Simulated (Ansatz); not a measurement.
**CH6AlClSSi: vertical spin-state energies, by script**

Which spin state of CH6AlClSSi lies lowest at this geometry? A script is to give vertical spin-state energies; the system is CH6AlClSSi. SMILES: [SiH3][CH](Cl)[AlH][SH].

Program: the Python package of Ansatz 0.2.0. Level of theory: PBE0/def2-TZVP. These are calculated values, not measurements.

**1. The system**

Bond lengths: Si1–C2 1.813 Å, C2–Cl3 1.765 Å, C2–Al4 2.030 Å, Al4–S5 2.302 Å, Si1–H6 1.544 Å, Si1–H7 1.463 Å, Si1–H8 1.432 Å, C2–H9 1.157 Å, Al4–H10 1.551 Å, S5–H11 1.420 Å. Angles (14 of 16 angles, heavy atoms first): Si1–C2–Cl3 107.3°, Si1–C2–Al4 112.2°, Cl3–C2–Al4 108.8°, C2–Al4–S5 117.2°, Si1–C2–H9 109.5°, Cl3–C2–H9 110.3°, Al4–C2–H9 108.6°, C2–Si1–H6 109.3°, C2–Si1–H7 111.0°, C2–Si1–H8 111.4°, C2–Al4–H10 119.9°, S5–Al4–H10 122.6°, Al4–S5–H11 91.6°, H6–Si1–H7 106.6°.

No structure file is read: the coordinates are typed or built in the script.

**2. The code**

Input file spin.py:

```python
'''Gap between spin states of CH6AlClSSi at one geometry.'''

import warnings

import ansatz
from ase import Atoms

warnings.simplefilter('ignore', ansatz.DeckWarning)

atoms = Atoms(['Si', 'C', 'Cl', 'Al', 'S', 'H', 'H', 'H', 'H', 'H', 'H'], positions=[
    (-1.2622, -0.2883, 0.8177),
    (0.5491, -0.3152, 0.8948),
    (1.0499, -2.0075, 0.9089),
    (1.3995, 0.6061, -0.7018),
    (0.819, -0.1629, -2.7925),
    (-1.7508, 1.1755, 0.7868),
    (-1.7436, -0.9148, -0.4141),
    (-1.8428, -0.9018, 1.9738),
    (0.9026, 0.2159, 1.8595),
    (2.2765, 1.8672, -0.4902),
    (-0.3317, 0.6689, -2.8223),
])
molecule = ansatz.Crystal.molecule_from_ase(atoms)

job = molecule.calculation()
job = job.basis(gaussian='def2-TZVP').functional('pbe0')
found = {}
for unpaired in [0, 2]:
    r = job.spin('collinear', total=unpaired).run(threads=1, backend='cpu').report
    s = unpaired / 2
    found[unpaired] = r['free_energy_ev']
    print(f'2S+1 = {unpaired + 1}: E = {found[unpaired]:.5f} eV, <S^2> = {abs(r["mean_field"]["state"]["spin_squared"]):.3f} (pure state {s * (s + 1):.2f})')
lowest = min(found, key=found.get)
for unpaired, e in found.items():
    print(f'multiplicity {unpaired + 1}: {(e - found[lowest]):.3f} eV above the lowest')
```

**3. The calls as engine input**

The engine receives this input (first run):

```yaml
crystal:
  periodic: [false, false, false]
  atoms:
    - { symbol: Si, position_ang: [-1.2622, -0.2883, 0.8177] }
    - { symbol: C, position_ang: [0.5491, -0.3152, 0.8948] }
    - { symbol: Cl, position_ang: [1.0499, -2.0075, 0.9089] }
    - { symbol: Al, position_ang: [1.3995, 0.6061, -0.7018] }
    - { symbol: S, position_ang: [0.819, -0.1629, -2.7925] }
    - { symbol: H, position_ang: [-1.7508, 1.1755, 0.7868] }
    - { symbol: H, position_ang: [-1.7436, -0.9148, -0.4141] }
    - { symbol: H, position_ang: [-1.8428, -0.9018, 1.9738] }
    - { symbol: H, position_ang: [0.9026, 0.2159, 1.8595] }
    - { symbol: H, position_ang: [2.2765, 1.8672, -0.4902] }
    - { symbol: H, position_ang: [-0.3317, 0.6689, -2.8223] }
basis:
  gaussian:
    orbitals: def2-TZVP
hamiltonian:
  xc: pbe0
magnetization:
  spin_polarized: true
  initial_magnetization: 0.0
```

**4. The run**

Run with:

```
$ python spin.py
```

**Question.** Which spin state is lowest at this geometry, and how far above lie the others?

As calculated:

| quantity | value |
| --- | --- |
| runs compared | 2 |
| lowest | run 1 (2S+1 = 1) |
| next above it by | 3.765 eV |

In order: multiplicity 1 (+0.00 eV) and multiplicity 3 (+3.76 eV), all at the one geometry. The geometry is a force-field or estimated start, not a minimum of this method, and the basis set is short of its limit. All parts are taken at fixed geometry, without zero-point energy.
